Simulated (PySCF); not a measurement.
# C3H6OSi: the cost of one run

Computed with PySCF 2.14.0, with density-fitted response routines of our own, on a single molecule in the gas phase. Atoms count from 0, in the outputs and in this text.

### Step 1. Starting geometry

11 atoms, charge 0, multiplicity 1; geometry from: PBE0-D3(BJ)/def2-SVP.

Bonds of the start (Å): C0–C1 1.34, C1–C2 1.48, C2–O3 1.21, C2–Si4 1.95, C0–H5 1.10, C0–H6 1.09, C1–H7 1.10, Si4–H8 1.50, Si4–H9 1.49, Si4–H10 1.50.

### Step 2. Core-electron binding energies: SCAN, X2C

Job settings and geometry (Å):

```
{"job": {"kind": "xps"}, "charge": 0, "multiplicity": 1}
C     -1.592767     0.694520    -0.170642
C     -1.217630    -0.588780    -0.171148
C      0.187268    -1.030416    -0.008467
O      0.465786    -2.212203     0.009397
Si     1.632277     0.261087     0.195124
H     -0.865307     1.505546    -0.054693
H     -2.638853     0.990213    -0.284342
H     -1.944234    -1.401135    -0.287649
H      1.458399     1.034874     1.463370
H      2.900798    -0.515173     0.236622
H      1.656901     1.231235    -0.943175
```

Method: delta-SCF UKS SCAN, pcX-2 on the ionised atom, pcseg-1 elsewhere, spin-free X2C.

Launch:

```bash
$ OMP_NUM_THREADS=1 python probes_run.py task.json out
```

One launch serves the whole session: the jobs run in the order shown.

Q: Estimate the wall time and peak memory of this first job on 1 thread of Arm Neoverse V1, shared host.

About 36 s, with a peak of 0.46 GiB.
